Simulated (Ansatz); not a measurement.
**Ba2LuNbO6 (Fm-3m): single point in Python**

What energy and properties does Ba2LuNbO6 (Fm-3m) have at the given structure? The task is a single point, for Ba2LuNbO6 (Fm-3m).

Computed with Ansatz 0.2.0 through its Python package. Level of theory: DFT PBEsol, plane waves, PAW.

### Step 1. Starting point

The structure is cubic, space group Fm-3m (No. 225). The conventional cell has a = 8.402 Å, b = 8.402 Å, c = 8.402 Å, α = 90.00°, β = 90.00°, γ = 90.00°. Ba (site symmetry -43m) is surrounded by 12 O at 2.97 Å. Lu (site symmetry m-3m) has 6 O at 2.18 Å as nearest neighbours. Nb (site symmetry m-3m) has 6 O at 2.02 Å as nearest neighbours. Around O (site symmetry 4mm) lie 1 Nb at 2.02 Å and 1 Lu at 2.18 Å.

No structure file is read: the coordinates are typed or built in the script.

### Step 2. The code

Contents of ba2lunbo6_scf.py:

```python
# -*- coding: utf-8 -*-
"""SCF run for Ba2LuNbO6."""

from pathlib import Path
import sys

import ansatz as az
import matplotlib.pyplot as plt
import numpy as np

system = (
    az.Lattice.of([0.0, 4.20116, 4.20116], [4.20116, 0.0, 4.20116], [4.20116, 4.20116, 0.0])
    .atom("Ba", [0.75, 0.75, 0.75])
    .atom("Ba", [0.25, 0.25, 0.25])
    .atom("Lu", [0.5, 0.5, 0.5])
    .atom("Nb", [0.0, 0.0, 0.0])
    .atom("O", [0.75976, 0.24024, 0.75976])
    .atom("O", [0.24024, 0.24024, 0.75976])
    .atom("O", [0.75976, 0.75976, 0.24024])
    .atom("O", [0.75976, 0.24024, 0.24024])
    .atom("O", [0.24024, 0.75976, 0.24024])
    .atom("O", [0.24024, 0.75976, 0.75976])
)

# settings of the run
job = (
    system.calculation()
    .functional(az.Functional.PBESOL)
    .basis(450)
    .kpoints(4)
    .occupations("fixed")
    .band_table()
    .potential_components()
    .density_of_states(energy_step=0.1, nscf_kmesh_spacing=0.16)
    .density()
)
try:
    done = job.run(threads=1, backend="cpu")
except az.NonConvergedError as error:
    sys.exit(f"no convergence: {error}")
except az.RefusalError as error:
    sys.exit(f"input refused: {error}")
r = done.report

print(f"free energy      {r['free_energy_ev']:.5f} eV")
print(f"per atom         {r['free_energy_ev'] / len(done.lattice.sites):.5f} eV")
print(f"SCF iterations   {r['n_iterations']}  (converged: {r['converged']})")

print("band  energy (eV)  occupation (first spin channel), at k =", r["kpoints_frac"][0])
for band, (e, occ) in enumerate(zip(r["eigenvalues_ev"][0], r["occupations"][0]), start=1):
    print(f"{band:4d} {e:12.4f} {occ:9.4f}")

folder = Path(done.write_results("parts"))
text = (folder / "v_comp_z.tsv").read_text().splitlines()
rows = np.array([line.split() for line in text if not line.startswith("#")], dtype=float)
print(text[0])
print(np.array2string(rows[:: max(len(rows) // 12, 1)], precision=3, suppress_small=True))

# direct or indirect, as far as the mesh can tell
levels = np.array(r["eigenvalues_ev"])
filled = round(r["n_electrons"] / 2)
top, bottom = levels[:, filled - 1], levels[:, filled]
print("top of band", filled, "at k =", r["kpoints_frac"][top.argmax()], f"{top.max():.4f} eV")
print("bottom of band", filled + 1, "at k =", r["kpoints_frac"][bottom.argmin()], f"{bottom.min():.4f} eV")
print(f"gap by band count {bottom.min() - top.max():.3f} eV, least direct gap {(bottom - top).min():.3f} eV")

dos = done.density_of_states()
energy = np.asarray(dos.energies_ev) - dos.fermi_ev
top = min(levels[-1] for levels in r["eigenvalues_ev"]) - dos.fermi_ev  # the computed bands end here
fig, ax = plt.subplots(figsize=(5, 3.2))
for spin, channel in enumerate(dos.channels):
    ax.plot(energy, (-1) ** spin * np.asarray(channel.g_bin_mean_per_ev), lw=1)
ax.axvline(0, color="k", ls=":")
ax.set(xlim=(-6, min(6, top)), xlabel="E - E_F (eV)", ylabel="states/eV", title="Ba2LuNbO6")
fig.tight_layout()
fig.savefig("dos.png", dpi=100)
print("states below E_F:", round(float(np.interp(0.0, energy, dos.spin_summed_integrated)), 3))

rho = done.density()
total = sum(ch.density_e_per_ang3 for ch in rho.channels[:2]) if len(rho.channels) < 3 else rho.channels[0].density_e_per_ang3
print("grid", rho.dims, "electrons", round(float(total.mean() * rho.cell_volume_ang3), 4))
print(f"density range {total.min():.4f} to {total.max():.4f} e/A^3")
print(np.array2string(total[:: max(rho.dims[0] // 8, 1), :: max(rho.dims[1] // 8, 1), 0], precision=3, suppress_small=True))
```

### Step 3. Launch

On the command line:

```sh
python ba2lunbo6_scf.py
```

Output:

```text
free energy      -34213.79536 eV
per atom         -3421.37954 eV
SCF iterations   8  (converged: True)
band  energy (eV)  occupation (first spin channel), at k = [0.0, 0.0, 0.0]
   1     -44.2900    2.0000
   2     -42.6028    2.0000
   3     -20.4707    2.0000
   4     -20.4707    2.0000
   5     -20.4707    2.0000
   6     -15.0916    2.0000
   7     -14.9611    2.0000
   8     -13.6353    2.0000
   9     -13.6353    2.0000
  10     -13.6353    2.0000
  11      -6.3425    2.0000
  12      -5.9284    2.0000
  13      -5.9284    2.0000
  14      -5.1420    2.0000
  15      -5.1420    2.0000
  16      -5.1420    2.0000
  17      -0.7160    2.0000
  18      -0.7160    2.0000
  19      -0.7160    2.0000
  20      -0.2228    2.0000
  21      -0.2228    2.0000
  22      -0.2228    2.0000
  23       6.1786    2.0000
  24       6.2571    2.0000
  25       6.2571    2.0000
  26       7.3565    2.0000
  27       7.3565    2.0000
  28       7.3565    2.0000
  29       8.3172    2.0000
  30       8.3172    2.0000
  31       8.3172    2.0000
  32       8.4774    2.0000
  33       8.4774    2.0000
  34       8.4774    2.0000
  35       8.6204    2.0000
  36       8.6204    2.0000
  37       8.6204    2.0000
  38       8.7080    2.0000
  39       9.3372    2.0000
  40       9.3372    2.0000
  41       9.3372    2.0000
  42      10.0750    2.0000
  43      10.0750    2.0000
  44      10.0750    2.0000
  45      10.1593    2.0000
  46      10.1593    2.0000
  47      10.1593    2.0000
  48      13.0016    0.0000
  49      13.0016    0.0000
  50      13.0016    0.0000
  51      14.7096    0.0000
  52      14.7096    0.0000
  53      15.7480    0.0000
  54      16.1067    0.0000
  55      16.1067    0.0000
  56      16.1067    0.0000
  57      17.1260    0.0000
# z_ang	v_loc[eV]	v_h[eV]	v_xc[eV]
[[  0.     23.509 -16.93   -9.378]
 [  0.396  21.48  -14.749  -9.99 ]
 [  0.792  14.178  -8.634 -11.407]
 [  1.188   3.874  -0.785 -12.615]
 [  1.584  -1.532   4.328 -12.773]
 [  1.98   -0.833   6.136 -11.768]
 [  2.377  -1.799   8.952 -10.298]
 [  2.773  -6.424  13.217  -9.36 ]
 [  3.169  -6.424  13.217  -9.36 ]
 [  3.565  -1.799   8.952 -10.298]
 [  3.961  -0.833   6.136 -11.768]
 [  4.357  -1.532   4.328 -12.773]
 [  4.753   3.874  -0.785 -12.615]
 [  5.149  14.178  -8.634 -11.407]
 [  5.545  21.48  -14.749  -9.99 ]]
top of band 47 at k = [0.0, 0.0, 0.0] 10.1593 eV
bottom of band 48 at k = [0.0, 0.0, 0.0] 13.0016 eV
gap by band count 2.842 eV, least direct gap 2.842 eV
states below E_F: 93.974
grid (45, 45, 45) electrons 94.0
density range 0.0290 to 44.9302 e/A^3
[[4.206 2.729 0.2   0.084 0.034 0.034 0.084 0.2   2.729]
 [2.729 0.326 0.167 0.076 0.059 0.076 0.167 0.326 2.729]
 [0.2   0.167 0.131 0.181 0.181 0.131 0.167 0.2   0.326]
 [0.084 0.076 0.181 0.346 0.181 0.076 0.084 0.167 0.167]
 [0.034 0.059 0.181 0.181 0.059 0.034 0.076 0.131 0.076]
 [0.034 0.076 0.131 0.076 0.034 0.059 0.181 0.181 0.059]
 [0.084 0.167 0.167 0.084 0.076 0.181 0.346 0.181 0.076]
 [0.2   0.326 0.2   0.167 0.131 0.181 0.181 0.131 0.167]
 [2.729 2.729 0.326 0.167 0.076 0.059 0.076 0.167 0.326]]
```

Wall time 16 s (1 thread of Intel Xeon Platinum 8259CL at 2.50GHz (Skylake/Cascade Lake), shared host); peak memory 0.62 GiB.

### Step 4. Size and end state of the run

From the engine's report, whether the script printed it or not:

| item | value |
| --- | --- |
| SCF cycles in all | 8 |
| k-points solved | 8 |
| plane waves | 3215 |
| bands | 57 |
| valence electrons | 94 |
| free energy (eV) | -34213.79536 |
| Fermi level (eV) | 10.159 |
| lowest empty less highest filled level on the mesh, by band count (eV) | 2.842 |

### Step 5. Density of states

From dos.tsv among the run's results, states per cell in windows of 2 eV from the Fermi level (on a coarse mesh the curve is spiky, and it ends where the bands solved end):

| from | to | states |
| --- | --- | --- |
| -10 | -8 | 0.00 |
| -8 | -6 | 0.00 |
| -6 | -4 | 0.91 |
| -4 | -2 | 16.51 |
| -2 | 0 | 32.58 |
| 0 | 2 | 0.00 |
| 2 | 4 | 5.09 |
| 4 | 6 | 2.63 |
| 6 | 8 | 12.27 |

### Step 6. The same input on the command line

Run from a file, the same calculation prints its log.

Contents of input.yaml:

```yaml
crystal:
  lattice:
    - [0.0, 4.20116, 4.20116]
    - [4.20116, 0.0, 4.20116]
    - [4.20116, 4.20116, 0.0]
  atoms:
    - { symbol: Ba, position: [0.75, 0.75, 0.75] }
    - { symbol: Ba, position: [0.25, 0.25, 0.25] }
    - { symbol: Lu, position: [0.5, 0.5, 0.5] }
    - { symbol: Nb, position: [0.0, 0.0, 0.0] }
    - { symbol: O, position: [0.75976, 0.24024, 0.75976] }
    - { symbol: O, position: [0.24024, 0.24024, 0.75976] }
    - { symbol: O, position: [0.75976, 0.75976, 0.24024] }
    - { symbol: O, position: [0.75976, 0.24024, 0.24024] }
    - { symbol: O, position: [0.24024, 0.75976, 0.24024] }
    - { symbol: O, position: [0.24024, 0.75976, 0.75976] }
basis:
  ecutwfc: 450.0
kpoints:
  mp_grid: { grid: [4, 4, 4] }
hamiltonian:
  xc: pbesol
scf:
  occupations: { method: fixed }
output:
  write_density: true
  write_potential_components: true
  dos: { de: 0.1, nscf_kmesh: { kspacing: 0.16 } }
  eigenvalues: true
```

On the command line:

```sh
ansatz run input.yaml --threads 1 --pin off --max-ram 3072MiB --backend cpu --events-out ev --progress --plain --runs-dir out
```

Output (excerpt; [...] marks lines left out):

```text
Warning: RAYON_NUM_THREADS=1 ignored (pool sized by the plan → 1); use --threads N
[...]
Pseudopotentials: kind: paw
Pseudopotential: Ba, paw, valence charge 10, recommended cutoff 420 eV (normal), Ba.paw.azcp
Pseudopotential: Lu, paw, valence charge 25, recommended cutoff 420 eV (normal), Lu.paw.azcp
Pseudopotential: Nb, paw, valence charge 13, recommended cutoff 420 eV (normal), Nb.paw.azcp
Pseudopotential: O, paw, valence charge 6, recommended cutoff 420 eV (normal), O.paw.azcp
Functional definition: PBEsol
[...]
Crystal: 10 atoms, lattice volume = 148.299 Å³
Basis set: ecut = 450 eV, 3215 PW (Γ)
Bands: 57, of which v1, the nominal top of the filled ones, is band 47 counted from 1 (46 counted from 0)
Symmetry: 48 space group operations
Space group: Fm-3m (ITA 225), of the structure as read, at distance tolerance 5.3e-5 Å
k-points: 8 of 64
[...]
SCF iter   1: F=—  HF=-34213.867202 eV  |F-HF|=—  |Δ(HF+E_count)|=         —  Δρ=1.55e-2  dr2=3.13e-1  ethr=1.77e-3  ⟨swp⟩=4.8  Hψ=1780  notcnv=0  defer=56
[...]
SCF iter   8: F=-34213.795357 eV  HF=-34213.795357 eV  |F-HF|=1.56e-8  |Δ(HF+E_count)|=   1.06e-7  Δρ=7.10e-6  dr2=7.01e-8  ethr=1.06e-10  ⟨swp⟩=15.2  Hψ=3275  notcnv=0
[...]
NSCF: frozen V_eff on 35 k-points
SCF converged after 8 iterations
Free energy (F): -34213.795357 eV
[...]
E sigma→0 (E₀):  -34213.795357 eV
Fermi energy:    10.159298 eV
[...]
--- Band table (eV; the first three rows and the last of 8) ---
[...]
```

It took 14 s on 1 thread of Intel Xeon Platinum 8259CL at 2.50GHz (Skylake/Cascade Lake), shared host; peak memory 0.55 GiB.

Script and command line differ by 0.000 meV in the energy.

### Step 7. What came out

| quantity | value |
| --- | --- |
| free energy | -34213.7954 eV (-3421.3795 eV/atom) |
| gap on the mesh | 2.84 eV |

**Reading.** On the mesh the gap is 2.84 eV; the true edges may lie between its points. Spin-orbit coupling is left out, which matters for the heavy elements here. Caveats:
- Spin is left out of this run.
- The count of states below the Fermi level is interpolated on the energy grid.
- With fixed filling the reported Fermi level is the top filled level among the k-points of the SCF.
- The crystal has a gap of about 2.84 eV on the mesh; bins of finite width blur the band edges.
- The fields are valence quantities on the plane-wave grid; their values near the nuclei depend on the potentials.
- The structure comes from a database of computed cells and needn't be a stable or known phase.
- Levels are Kohn-Sham eigenvalues on this mesh, without spin-orbit coupling.
- The computed bands are complete only to about 7.0 eV above the Fermi level; beyond that the density of states is undercounted.
